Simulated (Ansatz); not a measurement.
Set up this calculation in Ansatz 0.2.0, as the native input.

- Task: single point
- Functional: PBEsol
- Potentials or basis: all-electron LAPW, scalar-relativistic
- Cutoff: 272 eV (chosen from the basis error)
- Basis error allowed: 0.001 eV/atom
- k mesh: 7 × 7 × 7
- Occupations: fermi-dirac, width 0.05 eV
- Spin: no spin polarisation

Pt3Rh:

```
CELL_PARAMETERS angstrom
3.90987 0.00000 0.00000
0.00000 3.90987 0.00000
0.00000 0.00000 3.90987
ATOMIC_POSITIONS crystal
Pt 0.00000 0.00000 0.50000
Pt 0.00000 0.50000 0.00000
Pt 0.50000 0.00000 0.00000
Rh 0.50000 0.50000 0.50000
```

The cell comes from a database or a generator and needn't be the stable form of this composition.

One way to write it, as run:

input.yaml

```yaml
crystal:
  lattice:
    - [3.9098689896, 0.0, 0.0]
    - [0.0, 3.9098689896, 0.0]
    - [0.0, 0.0, 3.9098689896]
  atoms:
    - { symbol: Pt, position: [0.0, 0.0, 0.5] }
    - { symbol: Pt, position: [0.0, 0.5, 0.0] }
    - { symbol: Pt, position: [0.5, 0.0, 0.0] }
    - { symbol: Rh, position: [0.5, 0.5, 0.5] }
kpoints:
  mp_grid: { grid: [7, 7, 7] }
scf:
  occupations: { method: fermi_dirac, width: 0.05 }
hamiltonian:
  xc: pbesol
  pseudopotentials: { kind: all_electron, lapw: { basis_error: 0.001 } }
output:
  forces: true
  stress: true
  eigenvalues: true
  populations: true
```

Potentials or basis: all-electron LAPW, scalar-relativistic.

Launch:

```bash
$ ansatz run input.yaml --threads 2 --pin off --max-ram 8192MiB --backend cpu --events-out ev --progress --plain --runs-dir out
```

It gave:

```json
{
  "Pressure": "-5.6 GPa",
  "Band gap on the k mesh": "none (metal or under the smearing width)"
}
```

It took 26 s on 2 threads of Arm Neoverse V2, with other jobs on the host, peak memory 0.57 GiB.
